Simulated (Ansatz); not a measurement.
# C3H9AlO: a ladder of functionals and wavefunction methods

How much do the methods differ for C3H9AlO? The plan is to run it at one geometry with functionals of several rungs and with coupled cluster, and see how far each lands from CCSD(T) at the basis-set limit for the atomisation energy.

Program: Ansatz 0.2.0, Gaussian basis. Level of theory: functionals in def2-TZVPP, the program's frozen cores in correlated methods. These are calculated values, not measurements.

The runs, in order: PBE-D4, r2SCAN-D4, PBE0-D4, B3LYP-D4, ωB97X-V, ωB97M-V, B2PLYP; CCSD(T)/def2-TZVPP; MP2/def2-QZVPP; extrapolation to the limit.

**1. The geometry**

An earlier PBE0-D4 in a triple-zeta def2 set relaxation fixed the geometry.

SMILES `C[CH]([AlH2])CO`, 14 atoms, charge 0, spin multiplicity 1.

Atoms are counted from 1 here; the program's logs count them from 0.

Bond lengths: C1–C2 1.531 Å, C1–H6 1.095 Å, C1–H7 1.093 Å, C1–H8 1.093 Å, C2–Al3 1.967 Å, C2–C4 1.511 Å, C2–H9 1.104 Å, Al3–H10 1.592 Å, Al3–H11 1.590 Å, C4–O5 1.420 Å, C4–H12 1.102 Å, C4–H13 1.100 Å, O5–H14 0.960 Å. Angles: C2–C1–H6 111.3°, C2–C1–H7 111.8°, C2–C1–H8 111.2°, H6–C1–H7 107.2°, H6–C1–H8 107.2°, H7–C1–H8 107.9°, C1–C2–Al3 112.9°, C1–C2–C4 112.4°, C1–C2–H9 107.8°, Al3–C2–C4 113.3°, Al3–C2–H9 103.3°, C4–C2–H9 106.5°, C2–Al3–H10 121.2°, C2–Al3–H11 119.0°, H10–Al3–H11 119.7°, C2–C4–O5 109.3°, C2–C4–H12 109.8°, C2–C4–H13 110.4° and more.

**2. PBE-D4 (GGA)**

in.yaml

```yaml
crystal:
  periodic: [false, false, false]
  atoms:
    - {symbol: C, position_ang: [-1.274465, -0.144407, 0.817349]}
    - {symbol: C, position_ang: [0.096202, 0.281950, 0.285236]}
    - {symbol: Al, position_ang: [1.586606, -0.609596, 1.209755]}
    - {symbol: C, position_ang: [0.184327, 0.184984, -1.220233]}
    - {symbol: O, position_ang: [-0.780085, 1.048443, -1.803117]}
    - {symbol: H, position_ang: [-1.487137, -1.191358, 0.575067]}
    - {symbol: H, position_ang: [-1.336402, -0.045003, 1.904217]}
    - {symbol: H, position_ang: [-2.073862, 0.457212, 0.378151]}
    - {symbol: H, position_ang: [0.240429, 1.346933, 0.539022]}
    - {symbol: H, position_ang: [2.908479, -1.031047, 0.428208]}
    - {symbol: H, position_ang: [1.476166, -0.876246, 2.773177]}
    - {symbol: H, position_ang: [0.001993, -0.853981, -1.537674]}
    - {symbol: H, position_ang: [1.193025, 0.457343, -1.563094]}
    - {symbol: H, position_ang: [-0.748177, 0.945673, -2.757166]}
basis:
  gaussian: {orbitals: def2-TZVPP}
hamiltonian: {xc: pbe, dispersion: d4}
output: {forces: true, orbitals: {seedname: orbitals}}
```

Command:

```console
ansatz run in.yaml --threads 4 --pin off --events-out ev --progress --plain --max-ram 10444MiB
```

Further steps of the session: r2SCAN-D4 (meta-GGA); PBE0-D4 (hybrid); B3LYP-D4 (hybrid); ωB97X-V (range-separated); ωB97M-V (range-separated); B2PLYP (double hybrid); CCSD(T) in def2-TZVPP; MP2 in def2-QZVPP.

Before running them: what should the planned runs give, taken together? Wanted: atomisation energy, CCSD(T)/CBS; farthest; mean size of error, hybrid; mean size of error, range-separated; gap, smallest and largest; T1 diagnostic; triples share of the correlation energy.

As calculated:

| quantity | value |
| --- | --- |
| atomisation energy, CCSD(T)/CBS | 1201.3 kcal/mol |
| functionals within 6.0 kcal/mol (0.5 %) | r2SCAN-D4, PBE0-D4, B3LYP-D4, ωB97X-V, ωB97M-V |
| farthest | B2PLYP (-15.3 kcal/mol) |
| mean size of error, hybrid | 2.1 kcal/mol |
| mean size of error, range-separated | 1.4 kcal/mol |
| gap, smallest and largest | 3.89 eV (PBE-D4), 10.25 eV (ωB97X-V) |
| T1 diagnostic | 0.0099 |
| triples share of the correlation energy | 3.6 % |

In words: PBE-D4 misses by +14.4 kcal/mol. Double hybrids carry the basis error of their MP2 part in triple zeta, and no dispersion term here, so their miss is partly the set-up's. The reference freezes the cores and leaves out relativity and excitations past (T), so misses under about 6.0 kcal/mol can't be ranked. Hartree-Fock recovers 74 % of the binding; the rest is correlation. Orbital gaps span 3.9 to 10.2 eV; exact exchange widens them.
